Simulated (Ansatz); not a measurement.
# Br2GeH3N: the cost of one run

Computed with Ansatz 0.2.0 through its Python package. Level of theory: PBE/def2-SVP.

### 1 The structure

Bond lengths: N1–Ge2 1.810 Å, Ge2–Br3 2.307 Å, Ge2–Br4 2.270 Å, N1–H5 1.062 Å, N1–H6 1.098 Å, Ge2–H7 1.573 Å. Angles: N1–Ge2–Br3 108.4°, N1–Ge2–Br4 111.8°, N1–Ge2–H7 109.0°, Br3–Ge2–Br4 109.2°, Br3–Ge2–H7 109.4°, Br4–Ge2–H7 108.9°, Ge2–N1–H5 108.5°, Ge2–N1–H6 108.7°, H5–N1–H6 101.4°.

The script holds or builds the structure itself.

### 2 The script

scan_br2geh3n.py reads:

```python
'''Potential curve of Br2GeH3N along one bond.'''

import ansatz as az
import numpy as np

BASIS_SET = 'def2-SVP'
FUNCTIONAL = 'pbe'

GEOMETRY = '''
N    -0.26230    1.16550    0.33200
Ge    0.43300   -0.43880   -0.13470
Br    1.03930   -1.55740    1.78950
Br   -1.05870   -1.69800   -1.29310
H    -1.16770    0.99920    0.86070
H    -0.62900    1.66750   -0.57260
H     1.70660   -0.20600   -1.02750
'''

system = az.Crystal.molecule()
for line in GEOMETRY.strip().splitlines():
    symbol, *xyz = line.split()
    system = system.atom(symbol, [float(v) for v in xyz])

symbols = [site.symbol for site in system.cartesian_sites]
start = np.array([site.position_ang for site in system.cartesian_sites])
axis = (start[0] - start[1]) / np.linalg.norm(start[0] - start[1])
moving = [0, 4, 5]
lengths, energies = [1.593, 1.665, 1.737, 1.81, 1.882, 1.954, 2.027, 2.135], []
for length in lengths:
    xyz = start.copy()
    xyz[moving] += (length - np.linalg.norm(start[0] - start[1])) * axis
    point = az.Crystal.molecule()
    for symbol, place in zip(symbols, xyz):
        point = point.atom(symbol, place.tolist())
    setup = (
        point.calculation()
        .basis(gaussian=BASIS_SET)  # atom-centred Gaussian functions
        .functional(FUNCTIONAL)
    )
    summary = setup.run(threads=1, backend='cpu').report
    energies.append(summary['free_energy_ev'])
    print(f'r = {length:6.3f} A  E = {energies[-1]:.5f} eV  <S^2> = {abs(summary["mean_field"]["state"]["spin_squared"]):.3f}')

# quartic fit about the minimum
fit = np.polynomial.Polynomial.fit(lengths, np.array(energies) - min(energies), 4).convert()
roots = [r.real for r in fit.deriv().roots() if abs(r.imag) < 1e-9 and fit.deriv(2)(r.real) > 0]
r_e = min(roots, key=lambda r: abs(r - lengths[int(np.argmin(energies))]))
print(f'minimum of the fit at {r_e:.4f} A, force constant {fit.deriv(2)(r_e):.2f} eV/A^2')
```

### 3 What the engine is handed

The engine receives this input (first run):

```yaml
crystal:
  periodic: [false, false, false]
  atoms:
    - { symbol: "N", position_ang: [-0.17904083507973662, 0.9733920203055105, 0.2761146954288985] }
    - { symbol: Ge, position_ang: [0.433, -0.4388, -0.1347] }
    - { symbol: Br, position_ang: [1.0393, -1.5574, 1.7895] }
    - { symbol: Br, position_ang: [-1.0587, -1.698, -1.2931] }
    - { symbol: H, position_ang: [-1.0844408350797365, 0.8070920203055105, 0.8048146954288985] }
    - { symbol: H, position_ang: [-0.5457408350797366, 1.4753920203055104, -0.6284853045711015] }
    - { symbol: H, position_ang: [1.7066, -0.206, -1.0275] }
basis:
  gaussian:
    orbitals: def2-SVP
hamiltonian:
  xc: pbe
```

### 4 The run

Command:

```sh
python scan_br2geh3n.py
```

What time and memory should one allow on 1 thread of Arm Neoverse V1, shared host?

About 30 s, with a peak of 0.25 GiB.
